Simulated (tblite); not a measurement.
# C5H15FN2Si: the cost of one run

The runs use tblite 0.8.0 and PySCF 2.14.0, with density-fitted response routines of our own; the level of theory stands in each step. All values are computed, except where a source is named. Atoms are numbered from 0 throughout.

## Step 1: The molecule as given

24 atoms, charge 0, multiplicity 1; geometry from: force field or distance geometry start.

Bonds of the start (Å): C0–C1 1.51, C1–C2 1.53, C1–C3 1.52, C1–C4 1.50, C4–N5 1.44, N5–Si6 1.81, Si6–N7 1.79, Si6–F8 1.69, C0–H9 1.12, C0–H10 1.10, C0–H11 1.11, C2–H12 1.14, C2–H13 1.11, C2–H14 1.10, C3–H15 1.09, C3–H16 1.12, C3–H17 1.09, C4–H18 1.12, C4–H19 1.10, N5–H20 1.07, Si6–H21 1.48, N7–H22 1.04, N7–H23 1.03.

## Step 2: Geometry optimisation with GFN2-xTB

What the job is given:

```
{"job": {"kind": "relax", "xc": "GFN2-xTB", "basis": "xTB"}, "charge": 0, "multiplicity": 1}
C     -1.557200     1.322800    -0.918900
C     -1.286900    -0.059200    -0.382700
C     -1.733100    -0.045600     1.081100
C     -2.060400    -1.106900    -1.159000
C      0.160100    -0.440300    -0.456800
N      1.036200     0.442600     0.260700
Si     2.697800    -0.224700    -0.014900
N      3.922300     0.884600     0.675900
F      2.745200    -1.770700     0.662500
H     -1.230400     1.396800    -1.984900
H     -1.020700     2.108700    -0.361300
H     -2.640700     1.553200    -0.899800
H     -2.853300     0.141600     1.078300
H     -1.222400     0.762800     1.639400
H     -1.579400    -1.041200     1.510400
H     -1.910300    -0.854700    -2.207600
H     -1.534500    -2.082400    -0.978700
H     -3.108000    -1.210600    -0.865400
H      0.453700    -0.365500    -1.539500
H      0.284800    -1.490100    -0.135600
H      0.814500     0.281900     1.294800
H      2.802500    -0.359500    -1.483200
H      4.820000     0.420000     0.898500
H      3.988600     1.756000     0.127700
```

Run with:

```bash
$ OMP_NUM_THREADS=1 python probes_run.py task.json out
```

This one command runs all jobs of the session in turn.

**Question.** How long does this first job take on 1 thread of Arm Neoverse N1, shared host, and how much memory does it need?

About 3.2 s, with a peak of 0.18 GiB.
